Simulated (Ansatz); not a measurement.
A nudged elastic band was laid between two geometries of a periodic cell of 63 atoms, Si (host Si, host structure diamond, one Si atom removed), cell charge +1.

All numbers below come from Ansatz 0.2.0, DFT PBE, scalar-relativistic, plane waves, PAW. Settings: PAW set soft_1, cutoff 420 eV, k mesh 1x1x1, fermi-dirac smearing 0.05 eV, spin collinear.

```
movable images  : 5
climbing image  : yes
spring          : 5.0 eV/Å²
optimiser       : quadratic models (default)
start path      : straight line
force threshold : 0.05 eV/Å
iteration limit : 21
end points      : relaxed
```

Image 0:

```xyz
63
Lattice="10.8600 0.0000 0.0000 0.0000 10.8600 0.0000 0.0000 0.0000 10.8600" Properties=species:S:1:pos:R:3
Si 5.428 0.003 -0.005
Si 6.785 1.363 1.355
Si 8.151 2.710 0.004
Si 9.522 4.088 1.376
Si 8.151 0.013 2.701
Si 9.523 1.384 4.079
Si -0.011 0.013 0.004
Si 1.366 1.383 1.376
Si 2.710 2.721 -0.007
Si 4.047 4.063 1.376
Si 5.418 5.443 0.005
Si 6.785 6.790 1.355
Si 8.141 8.150 -0.006
Si 9.501 9.506 1.354
Si 2.710 0.002 2.713
Si 4.047 1.384 4.057
Si 5.429 2.721 2.714
Si 6.785 4.077 4.068
Si 8.141 5.431 2.713
Si 9.522 6.769 4.056
Si 5.419 0.013 5.434
Si 6.785 1.363 6.782
Si 8.141 2.722 5.423
Si 9.523 4.065 6.760
Si 8.141 0.002 8.141
Si 9.501 1.363 9.497
Si -0.001 5.431 -0.007
Si 1.342 6.768 1.375
Si 2.721 8.140 0.005
Si 4.068 9.506 1.355
Si 0.032 2.754 2.745
Si 2.679 5.401 2.743
Si 4.047 6.768 4.081
Si 5.418 8.140 2.702
Si 6.785 9.506 4.069
Si 0.000 0.002 5.423
Si 1.344 1.385 6.759
Si 2.676 2.756 5.388
Si 4.047 4.088 6.760
Si 5.429 5.431 5.424
Si 6.785 6.790 6.782
Si 8.152 8.140 5.434
Si 9.502 9.506 6.781
Si 2.721 0.013 8.131
Si 4.069 1.362 9.497
Si 5.418 2.710 8.131
Si 6.785 4.076 9.498
Si 8.151 5.442 8.131
Si 9.501 6.789 9.497
Si 0.000 8.151 2.713
Si 1.355 9.506 4.068
Si 0.032 5.402 5.392
Si 1.368 6.770 6.761
Si 2.711 8.151 5.423
Si 4.069 9.507 6.782
Si 0.000 2.721 8.141
Si 1.355 4.076 9.498
Si 2.710 5.431 8.143
Si 4.068 6.790 9.499
Si 5.428 8.150 8.142
Si 6.785 9.506 9.499
Si -0.011 8.139 8.131
Si 1.355 9.506 9.498
```

Image 6:

Only the atoms that move by more than 0.05 Å are listed.
```
Si38 2.694 2.736 5.443
Si52 1.331 4.099 4.099
```

Question: What changes between the two ends?

Answer: Contacts lost: Si20–Si52, Si24–Si52, Si52–Si53. Contacts made: Si31–Si52, Si32–Si52, Si38–Si52. The atom that moves furthest is Si52, by 2.25 Å.

Question: Give the energies along the band, and the barrier.

Answer: The run converged. The highest image is number 3 of 0 to 6, 0.33 eV above the ends, which have the same energy within 2 meV. The order of the stationary point at the top wasn't checked. Limits of this set-up: coarse k mesh, charged cell in a uniform background, uncorrected.

```
image  path coordinate (Å)  energy (eV)  Si20–Si52 (Å)  Si24–Si52 (Å)  Si52–Si53 (Å)
    0                 0.00         0.00           2.35           2.35           2.35
    1                 0.43         0.08           2.41           2.41           2.41
    2                 0.86         0.24           2.52           2.52           2.52
    3                 1.30         0.33           2.73           2.73           2.73
    4                 1.73         0.24           3.08           3.08           3.08
    5                 2.17         0.07           3.43           3.43           3.43
    6                 2.61         0.00           3.77           3.77           3.77
```

Question: What is the geometry of the highest image?

Answer: 
```xyz
63
Lattice="10.8600 0.0000 0.0000 0.0000 10.8600 0.0000 0.0000 0.0000 10.8600" Properties=species:S:1:pos:R:3
Si 5.428 0.003 -0.001
Si 6.752 1.374 1.370
Si 8.135 2.699 -0.001
Si 9.495 4.077 1.359
Si 8.135 0.004 2.695
Si 9.495 1.363 4.072
Si 0.000 0.023 0.019
Si 1.320 1.455 1.451
Si 2.693 2.738 0.037
Si 3.975 4.110 1.451
Si 5.407 5.430 0.019
Si 6.788 6.807 1.346
Si 8.158 8.132 -0.036
Si 9.483 9.503 1.346
Si 2.693 0.042 2.734
Si 3.975 1.455 4.106
Si 5.389 2.738 2.734
Si 6.785 4.076 4.071
Si 8.147 5.430 2.707
Si 9.670 6.620 4.053
Si 5.407 0.023 5.426
Si 6.788 1.350 6.803
Si 8.147 2.711 5.426
Si 9.670 4.057 6.616
Si 8.158 -0.032 8.128
Si 9.483 1.351 9.499
Si 0.000 5.431 -0.003
Si 1.354 6.795 1.359
Si 2.732 8.156 -0.001
Si 4.056 9.538 1.370
Si -0.018 2.886 2.882
Si 2.544 5.449 2.882
Si 4.068 6.795 4.072
Si 5.427 8.156 2.695
Si 6.807 9.483 4.072
Si 0.000 0.001 5.427
Si 1.354 1.363 6.791
Si 2.544 2.886 5.445
Si 4.068 4.077 6.791
Si 5.430 5.431 5.427
Si 6.826 6.768 6.764
Si 8.240 8.051 5.392
Si 9.522 9.465 6.764
Si 2.732 0.004 8.152
Si 4.056 1.374 9.534
Si 5.427 2.699 8.152
Si 6.807 4.076 9.479
Si 8.240 5.396 8.047
Si 9.522 6.768 9.461
Si 0.001 8.144 2.707
Si 1.355 9.506 4.071
Si 0.678 4.753 4.749
Si 1.373 6.620 6.616
Si 2.720 8.144 5.426
Si 4.080 9.503 6.803
Si 0.001 2.711 8.139
Si 1.355 4.076 9.501
Si 2.720 5.430 8.139
Si 4.080 6.808 9.499
Si 5.463 8.132 8.128
Si 6.787 9.503 9.499
Si 0.035 8.051 8.047
Si 1.355 9.483 9.479
```

Run time: 2.8 min on 4 threads of AMD EPYC 7B13 (Zen 3), on a shared host, peak memory 4.3 GiB.
